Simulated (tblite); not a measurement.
# C2H8B2F2Si: the cost of one run

The runs use tblite 0.8.0 and PySCF 2.14.0, with density-fitted response routines of our own; the level of theory stands in each step. All values are computed, except where a source is named. Atoms count from 0, in the outputs and in this text.

## 1. The molecule as given

15 atoms, charge 0, multiplicity 1; geometry from: force field or distance geometry start.

Bonds of the start (Å): B0–Si1 1.92, Si1–C2 1.83, C2–C3 1.49, C3–B4 1.58, B4–F5 1.46, B4–F6 1.46, B0–H7 1.20, B0–H8 1.18, Si1–H9 1.49, Si1–H10 1.48, C2–H11 1.13, C2–H12 1.12, C3–H13 1.13, C3–H14 1.10.

## 2. Optimising the geometry with GFN2-xTB

Job settings and geometry (Å):

```
{"job": {"kind": "relax", "xc": "GFN2-xTB", "basis": "xTB"}, "charge": 0, "multiplicity": 1}
B      1.507700     1.466000    -0.066300
Si     1.218100    -0.207800    -0.966400
C     -0.173400    -1.215800    -0.324300
C     -0.889300    -0.679300     0.871800
B     -1.529800     0.751000     0.675900
F     -1.949000     1.577500     1.797800
F     -1.913100     1.139200    -0.675300
H      2.471200     2.118500    -0.361700
H      0.811200     1.760000     0.838900
H      2.461700    -1.026800    -0.935600
H      0.975300     0.021900    -2.409900
H     -0.962400    -1.275400    -1.136000
H      0.084500    -2.286900    -0.141100
H     -1.787200    -1.358000     0.992600
H     -0.329800    -0.776300     1.817600
```

Launch:

```bash
$ OMP_NUM_THREADS=1 python probes_run.py task.json out
```

One launch serves the whole session: the jobs run in the order shown.

Q: Estimate the wall time and peak memory of this first job on 1 thread of Arm Neoverse V1, shared host.

About 1.1 s, with a peak of 0.18 GiB.
